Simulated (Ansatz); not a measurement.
**AlFH₆N₂S (built from SMILES S.[NH2][Al]([NH2])[F]): search for a transition state**

Is there a first-order saddle for this four-centre ligand exchange, which should form Al1–S6, F2–H5 and break Al1–F2, H5–S6, and which two structures does it connect?

The runs use Ansatz 0.2.0, Gaussian basis; PBE0-D4, def2-SVP first, then def2-TZVP.

## (1) Starting geometry

The guess: 11 atoms, charge 0, spin multiplicity 1.

Atoms are counted from 1 here; the program's logs count them from 0.

Bond lengths: Al1–F2 2.112 Å, Al1–N3 1.767 Å, Al1–N4 1.772 Å, Al1–S6 2.639 Å, N3–H7 1.012 Å, N3–H8 1.009 Å, N4–H9 1.010 Å, N4–H10 1.012 Å, S6–H11 1.328 Å. Angles: F2–Al1–N3 108.9°, F2–Al1–N4 102.2°, F2–Al1–S6 75.8°, N3–Al1–N4 140.2°, N3–Al1–S6 105.8°, N4–Al1–S6 105.4°, Al1–N3–H7 122.2°, Al1–N3–H8 128.4°, H7–N3–H8 108.9°, Al1–N4–H9 126.9°, Al1–N4–H10 122.8°, H9–N4–H10 108.9°, Al1–S6–H11 90.4°.

Coordinates:

```
Al    0.0692   -0.2534    0.2542
F     1.0844   -0.4757   -1.5847
N     1.2560   -0.2180    1.5635
N    -1.5296   -0.9220   -0.1169
H     0.7802    0.6826   -1.4715
S     0.0716    2.1742   -0.7813
H     2.0588    0.3986    1.5481
H     1.3356   -0.8393    2.3549
H    -2.3528   -0.8834    0.4671
H    -1.6837   -1.5953   -0.8562
H    -1.0896    1.9317   -1.3772
```

Distances that are to change: Al1–S6 2.64 Å, F2–H5 1.20 Å, Al1–F2 2.11 Å, H5–S6 1.79 Å.

## (2) Constrained relaxation of the guess

hold/in.yaml reads:

```yaml
crystal:
  periodic: [false, false, false]
  atoms:
    - {symbol: Al, position_ang: [0.069200, -0.253400, 0.254200]}
    - {symbol: F, position_ang: [1.084400, -0.475700, -1.584700]}
    - {symbol: N, position_ang: [1.256000, -0.218000, 1.563500]}
    - {symbol: N, position_ang: [-1.529600, -0.922000, -0.116900]}
    - {symbol: H, position_ang: [0.780200, 0.682600, -1.471500]}
    - {symbol: S, position_ang: [0.071600, 2.174200, -0.781300]}
    - {symbol: H, position_ang: [2.058800, 0.398600, 1.548100]}
    - {symbol: H, position_ang: [1.335600, -0.839300, 2.354900]}
    - {symbol: H, position_ang: [-2.352800, -0.883400, 0.467100]}
    - {symbol: H, position_ang: [-1.683700, -1.595300, -0.856200]}
    - {symbol: H, position_ang: [-1.089600, 1.931700, -1.377200]}
basis:
  gaussian: {orbitals: def2-SVP}
hamiltonian: {xc: pbe0, dispersion: d4}
relax: {f_tol: 0.04, max_steps: 150, escape_saddle: false, constraints: [{distance: [0, 5]}, {distance: [1, 4]}, {distance: [0, 1]}, {distance: [4, 5]}]}
```

Launch:

```console
ansatz run in.yaml --threads 8 --pin off --events-out ev --progress --plain --max-ram 19148MiB
```

The log of the run (excerpt; [...] marks lines left out):

```text
Functional definition: PBE0
  name "PBE0"
  cite "Adamo & Barone, J. Chem. Phys. 110, 6158 (1999) doi:10.1063/1.478522"
  cite "Perdew, Burke & Ernzerhof, Phys. Rev. Lett. 77, 3865 (1996) doi:10.1103/PhysRevLett.77.3865"
  parent pbe
[...]
1126 factors; integrals over basis functions are off by at most 3.2e-4 eV
[...]
mean field -23207.18909061 eV, -852.8484686820 hartree, gradient 1.1e-5 eV, S^2 0.000000; 0 other end points of the search recorded, 0 dependent functions left out
[...]
reference -23207.18912033 eV, -852.8484697743 hartree; 29, 29 occupied and 79, 79 virtual orbitals, 1126 factors
relax step   1: F+E_penalty+E_count = -23207.38275586 eV  Δ(F+E_penalty+E_count) = +0.000e0 eV  max|allowed force component| = 7.205e-1 eV/Å  Δτ_max = 0.0000 Å  (27 SCF iters, accepted)
[...]
relax step   7: F+E_penalty+E_count = -23207.57140647 eV  Δ(F+E_penalty+E_count) = +2.964e-3 eV  max|allowed force component| = 8.466e-2 eV/Å  Δτ_max = 0.1650 Å  (28 SCF iters, rejected (line search))
[...]
relax step   8: F+E_penalty+E_count = -23207.57755086 eV  Δ(F+E_penalty+E_count) = -3.180e-3 eV  max|allowed force component| = 2.459e-2 eV/Å  Δτ_max = 0.0631 Å  (29 SCF iters, accepted)
  distance Al 0 - S 5 held at 2.639225 Å   reaction = +1.1658e0 eV/Å
  distance F 1 - H 4 held at 1.202918 Å   reaction = +1.5700e0 eV/Å
  distance Al 0 - F 1 held at 2.112250 Å   reaction = +1.4791e0 eV/Å
  distance H 4 - S 5 held at 1.789793 Å   reaction = +9.4654e-1 eV/Å
1126 factors; integrals over basis functions are off by at most 4.0e-4 eV
mean field -23207.38718408 eV, -852.8557484828 hartree, gradient 9.2e-6 eV, S^2 0.000000; 1 other end points of the search recorded, 0 dependent functions left out
[...]
reference -23207.38721396 eV, -852.8557495811 hartree; 29, 29 occupied and 79, 79 virtual orbitals, 1126 factors
Total energy: -23207.57758075 eV, -852.8627454315 hartree
Atom 0 at     0.065219    -0.204307     0.211778 Å, force     0.727227     0.848250    -1.821374 eV/Å
Atom 1 at     0.961686    -0.496236    -1.678388 Å, force    -0.783344     1.761722     1.242414 eV/Å
Atom 2 at     1.140620    -0.194021     1.605731 Å, force     0.008176     0.002344     0.003360 eV/Å
Atom 3 at    -1.462657    -1.063168     0.016477 Å, force    -0.024590    -0.010481    -0.011487 eV/Å
Atom 4 at     0.842491     0.699464    -1.734116 Å, force    -0.148480    -0.780984     0.522453 eV/Å
Atom 5 at     0.282138     2.179960    -0.898955 Å, force     0.197478    -1.832980     0.048564 eV/Å
Atom 6 at     1.738404     0.585103     1.853278 Å, force    -0.005738     0.005011     0.003633 eV/Å
Atom 7 at     1.363716    -1.007168     2.166860 Å, force     0.003921    -0.005692     0.005594 eV/Å
Atom 8 at    -2.162077    -1.175152     0.740185 Å, force     0.010182     0.010399     0.005534 eV/Å
Atom 9 at    -1.805026    -1.423455    -0.866204 Å, force     0.009778    -0.001062     0.000589 eV/Å
Atom 10 at    -0.964413     2.098980    -1.416647 Å, force     0.005389     0.003472     0.000720 eV/Å
Dipole moment:    -0.283738    -0.195415     0.231027 e Å
```

It took 15 s on 8 threads of Arm Neoverse N1, shared host; peak memory 0.25 GiB.

The steps of the relaxation: (the energy doesn't fall at every step)

```csv
step,energy from step 1 (eV),largest force component (eV/Å)
1,0.0000,0.7205
2,-0.1212,0.1724
3,-0.1378,0.4401
4,-0.1507,0.6863
5,-0.1783,0.2855
6,-0.1916,0.0590
7,-0.1887,0.0847
8,-0.1948,0.0246
```

Close pairs (by a distance rule), those that changed most:

```
  bond  before (Å)  after (Å)  change (Å)
S6–H11       1.328      1.352      +0.025
Al1–N4       1.772      1.764      -0.009
Al1–N3       1.767      1.761      -0.007
 N3–H8       1.009      1.013      +0.004
 N4–H9       1.010      1.013      +0.003
N4–H10       1.012      1.013      +0.001
 N3–H7       1.012      1.013      +0.000
Al1–S6       2.639      2.639      -0.000
```

## (3) Force constants to start from

hessian/in.yaml reads:

```yaml
crystal:
  periodic: [false, false, false]
  atoms:
    - {symbol: Al, position_ang: [0.065219, -0.204307, 0.211778]}
    - {symbol: F, position_ang: [0.961686, -0.496236, -1.678388]}
    - {symbol: N, position_ang: [1.140620, -0.194021, 1.605731]}
    - {symbol: N, position_ang: [-1.462657, -1.063168, 0.016477]}
    - {symbol: H, position_ang: [0.842491, 0.699464, -1.734116]}
    - {symbol: S, position_ang: [0.282138, 2.179960, -0.898955]}
    - {symbol: H, position_ang: [1.738404, 0.585103, 1.853278]}
    - {symbol: H, position_ang: [1.363716, -1.007168, 2.166860]}
    - {symbol: H, position_ang: [-2.162077, -1.175152, 0.740185]}
    - {symbol: H, position_ang: [-1.805026, -1.423455, -0.866204]}
    - {symbol: H, position_ang: [-0.964413, 2.098980, -1.416647]}
basis:
  gaussian: {orbitals: def2-SVP}
hamiltonian: {xc: pbe0, dispersion: d4}
phonons: {}
scf: {lower_state_search: off}
```

Launch:

```console
ansatz run in.yaml --threads 8 --pin off --events-out ev --progress --plain --max-ram 19148MiB
```

The log of the run (excerpt; [...] marks lines left out):

```text
[... 5 set-up lines as earlier in the session ...]
[...]
1126 factors; integrals over basis functions are off by at most 4.0e-4 eV
[...]
mean field -23207.38719723 eV, -852.8557489663 hartree, gradient 5.0e-6 eV, S^2 0.000000; 0 other end points of the search recorded, 0 dependent functions left out
[...]
reference -23207.38722742 eV, -852.8557500755 hartree; 29, 29 occupied and 79, 79 virtual orbitals, 1126 factors
[... from here to the last solve, the lines of the solves are left out (65 solves) ...]
1126 factors; integrals over basis functions are off by at most 4.0e-4 eV
mean field -23207.38718484 eV, -852.8557485109 hartree, gradient 2.8e-6 eV, S^2 0.000000; 0 other end points of the search recorded, 0 dependent functions left out
[...]
WARN: phonons: modes at or below zero, which the zero-point energy, F, S and C_V leave out: 1, the lowest at -977.02 cm⁻¹. A minimum has none, and a first-order saddle one
[...]
Atom 4 at     0.842491     0.699464    -1.734116 Å, force    -0.148383    -0.781039     0.522400 eV/Å
Atom 5 at     0.282138     2.179960    -0.898955 Å, force     0.197528    -1.833139     0.048596 eV/Å
Atom 6 at     1.738404     0.585103     1.853278 Å, force    -0.005739     0.005006     0.003635 eV/Å
Atom 7 at     1.363716    -1.007168     2.166860 Å, force     0.003908    -0.005700     0.005587 eV/Å
Atom 8 at    -2.162077    -1.175152     0.740185 Å, force     0.010181     0.010411     0.005538 eV/Å
Atom 9 at    -1.805026    -1.423455    -0.866204 Å, force     0.009785    -0.001038     0.000589 eV/Å
Atom 10 at    -0.964413     2.098980    -1.416647 Å, force     0.005332     0.003535     0.000723 eV/Å
Dipole moment:    -0.283739    -0.195415     0.231030 e Å
Vibrations: -977.02 137.40 157.42 190.29 203.59 230.23 258.50 305.08 318.05 345.71 354.53 426.47 475.69 559.49 663.02 669.44 751.80 936.63 1207.93 1352.93 1516.02 1519.44 2716.06 3627.95 3629.36 3724.53 3724.83 cm⁻¹, zero-point energy 1.859912 eV
Checks for a lower state left out: stability, starts, cluster_reference, orbital_swaps, neighbouring_geometries, increment
```

Run time: 60 s. Hardware: 8 threads of Arm Neoverse N1, shared host; peak memory 0.22 GiB.

The structure is not stationary yet, so these wavenumbers are no spectrum; the search needs only the force constants.

## (4) Saddle search in the small basis

The search itself is an outer loop (partitioned rational-function steps, Bofill update of the Hessian). Each step is one single-point run with forces. It stops when the largest force is under 0.04 eV/Å and the followed curvature is negative. The first step's input:

presaddle/in.yaml reads:

```yaml
crystal:
  periodic: [false, false, false]
  atoms:
    - {symbol: Al, position_ang: [0.065219, -0.204307, 0.211778]}
    - {symbol: F, position_ang: [0.961686, -0.496236, -1.678388]}
    - {symbol: N, position_ang: [1.140620, -0.194021, 1.605731]}
    - {symbol: N, position_ang: [-1.462657, -1.063168, 0.016477]}
    - {symbol: H, position_ang: [0.842491, 0.699464, -1.734116]}
    - {symbol: S, position_ang: [0.282138, 2.179960, -0.898955]}
    - {symbol: H, position_ang: [1.738404, 0.585103, 1.853278]}
    - {symbol: H, position_ang: [1.363716, -1.007168, 2.166860]}
    - {symbol: H, position_ang: [-2.162077, -1.175152, 0.740185]}
    - {symbol: H, position_ang: [-1.805026, -1.423455, -0.866204]}
    - {symbol: H, position_ang: [-0.964413, 2.098980, -1.416647]}
basis:
  gaussian: {orbitals: def2-SVP}
hamiltonian: {xc: pbe0, dispersion: d4}
output: {forces: true}
scf: {lower_state_search: off}
```

Launch:

```console
ansatz run in.yaml --threads 8 --pin off --events-out ev --progress --plain --max-ram 19148MiB
```

Step by step:

```
step   energy (eV)  largest force (eV/Å)  followed curvature (eV/Å²)
   1  -23207.57759                1.8331                       -8.91
   2  -23208.05401                0.2834                       -8.91
   3  -23208.05694                0.1375                       -8.89
   4  -23208.02997                0.4523                       -8.88
   5  -23208.04002                0.2768                       -8.97
   6  -23208.04639                0.2388                       -8.97
   7  -23208.05362                0.1540                       -8.98
   8  -23208.05890                0.1145                       -8.98
   9  -23208.06017                0.0535                       -8.97
  10  -23208.06052                0.0387                       -8.88
```

The 10 steps took 10 s in all (8 threads of Arm Neoverse N1, shared host).

## (5) Saddle search in triple zeta

A small driver takes partitioned rational-function steps: uphill along one mode, downhill along the rest. It calls the program once a step for energy and forces and updates the Hessian by Bofill's formula. It stops when the largest force is under 0.01 eV/Å and the followed curvature is negative. The first step's input:

saddle/in.yaml reads:

```yaml
crystal:
  periodic: [false, false, false]
  atoms:
    - {symbol: Al, position_ang: [0.086985, -0.103221, 0.125450]}
    - {symbol: F, position_ang: [0.920014, -0.466205, -1.569298]}
    - {symbol: N, position_ang: [1.150834, -0.168875, 1.538509]}
    - {symbol: N, position_ang: [-1.441974, -0.989731, -0.032150]}
    - {symbol: H, position_ang: [0.829712, 0.606876, -1.680931]}
    - {symbol: S, position_ang: [0.271537, 2.043002, -0.829288]}
    - {symbol: H, position_ang: [1.706174, 0.608662, 1.873997]}
    - {symbol: H, position_ang: [1.352478, -1.003807, 2.075609]}
    - {symbol: H, position_ang: [-2.113662, -1.108197, 0.716851]}
    - {symbol: H, position_ang: [-1.782784, -1.428192, -0.878324]}
    - {symbol: H, position_ang: [-0.979213, 2.009689, -1.340425]}
basis:
  gaussian: {orbitals: def2-TZVP}
hamiltonian: {xc: pbe0, dispersion: d4}
output: {forces: true}
scf: {lower_state_search: off}
```

Launch:

```console
ansatz run in.yaml --threads 8 --pin off --events-out ev --progress --plain --max-ram 19148MiB
```

The driver's record:

```csv
step,energy (eV),largest force (eV/Å),followed curvature (eV/Å²)
1,-23221.16625,0.2643,-8.88
2,-23221.16918,0.3062,-8.87
3,-23221.17632,0.0949,-8.83
4,-23221.17630,0.1113,-8.81
5,-23221.17689,0.0414,-8.75
6,-23221.17682,0.0343,-8.47
7,-23221.17692,0.0172,-8.38
8,-23221.17690,0.0192,-7.68
9,-23221.17689,0.0152,-6.04
10,-23221.17681,0.0394,-5.93
11,-23221.17687,0.0167,-5.75
14,-23221.17681,0.0196,-2.16
17,-23221.17678,0.0132,-1.52
20,-23221.17676,0.0149,-0.54
23,-23221.17673,0.0116,-1.22
26,-23221.17648,0.0563,0.12
29,-23221.03103,1.4314,-1.08
32,-23220.96516,2.5208,-6.50
35,-23221.07795,0.7938,-9.50
38,-23221.08789,0.5602,-6.05
39,-23221.07248,0.7478,-0.14
40,-23221.07261,0.6265,-0.28
41,-23221.07413,0.6812,0.31
42,-23221.07359,0.6739,0.34
43,-23221.07182,0.6776,0.38
44,-23221.06920,0.6653,-0.03
45,-23221.04901,0.8460,0.27
```

The 45 steps took 1.8 min in all (8 threads of Arm Neoverse N1, shared host).

## (6) Results

| quantity | value |
| --- | --- |
| search | not converged after 45 steps |
| last largest force | 0.846 eV/Å |
| last followed curvature | 0.27 eV/Å² |

No saddle point was found from this guess, so no barrier can be given. The followed curvature is not negative at the end: the search has lost the reaction mode.
